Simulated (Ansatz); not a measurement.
**CH7AlBN: how energies converge with the basis set**

One table from this session's results is given with a row withheld; the runs are named, their logs left out.

Computed with Ansatz 0.2.0, Gaussian basis. Level: one geometry, several basis sets.

Levels to be run: PBE0-D4/def2-SVP; ωB97M-V/def2-SVP; PBE0-D4/def2-QZVPP; ωB97M-V/def2-QZVPP; the functionals' def2-TZVPP values are taken from earlier runs.

### The geometry

The geometry comes from an earlier relaxation with PBE0-D4 in a triple-zeta def2 set; it is a stationary point, not always the lowest conformer.

SMILES `CB[NH][AlH2]`, 11 atoms, charge 0, spin multiplicity 1.

Atoms are counted from 1 here; the program's logs count them from 0.

Bond lengths: C1–B2 1.560 Å, C1–H5 1.095 Å, C1–H6 1.095 Å, C1–H7 1.092 Å, B2–N3 1.374 Å, B2–H8 1.272 Å, N3–Al4 1.828 Å, N3–H9 1.005 Å, Al4–H10 1.584 Å, Al4–H11 1.584 Å. Angles: B2–C1–H5 110.7°, B2–C1–H6 110.7°, B2–C1–H7 112.5°, H5–C1–H6 106.1°, H5–C1–H7 108.3°, H6–C1–H7 108.3°, C1–B2–N3 134.5°, C1–B2–H8 115.7°, N3–B2–H8 109.9°, B2–N3–Al4 91.2°, B2–N3–H9 124.7°, Al4–N3–H9 144.1°, N3–Al4–H10 118.7°, N3–Al4–H11 118.7°, H10–Al4–H11 121.6°.

The first run:

in.yaml reads:

```yaml
crystal:
  periodic: [false, false, false]
  atoms:
    - {symbol: C, position_ang: [-0.652312, 1.698608, 0.176539]}
    - {symbol: B, position_ang: [-0.098463, 0.248043, 0.027684]}
    - {symbol: N, position_ang: [1.158142, -0.308046, 0.037796]}
    - {symbol: Al, position_ang: [0.463243, -1.978600, -0.220007]}
    - {symbol: H, position_ang: [-1.345902, 1.763601, 1.020820]}
    - {symbol: H, position_ang: [-1.225601, 1.986323, -0.710466]}
    - {symbol: H, position_ang: [0.140228, 2.435118, 0.326169]}
    - {symbol: H, position_ang: [-0.971730, -0.660477, -0.144580]}
    - {symbol: H, position_ang: [2.011413, 0.208320, 0.158764]}
    - {symbol: H, position_ang: [0.381144, -2.550249, -1.695464]}
    - {symbol: H, position_ang: [0.205238, -2.899540, 1.043243]}
basis:
  gaussian: {orbitals: def2-SVP}
hamiltonian: {xc: pbe0, dispersion: d4}
output: {orbitals: {seedname: orbitals}}
```

Command:

```
$ ansatz run in.yaml --threads 2 --pin off --events-out ev --progress --plain --max-ram 4352MiB
```

Steps of the session up to this table: PBE0-D4 in def2-SVP; ωB97M-V in def2-SVP; PBE0-D4 in def2-QZVPP; ωB97M-V in def2-QZVPP.

One of the session's tables, all rows but one given; the rest of the session is left out.

| functional | basis | HOMO (eV) | LUMO (eV) |
| --- | --- | --- | --- |
| PBE0-D4 | def2-SVP | -7.63 | -0.16 |
| PBE0-D4 | def2-TZVPP | -7.69 | -0.31 |
| PBE0-D4 | def2-QZVPP | -7.70 | -0.42 |
| ωB97M-V | def2-SVP | -9.81 | 1.52 |
| ωB97M-V | def2-TZVPP | ? | ? |
| ωB97M-V | def2-QZVPP | -9.93 | 0.77 |

Q: Estimate the row for ωB97M-V, def2-TZVPP from the others.

The run gave: HOMO (eV): -9.92; LUMO (eV): 1.19. In the column «HOMO (eV)» it lies between ωB97M-V, def2-QZVPP (-9.93) and ωB97M-V, def2-SVP (-9.81).
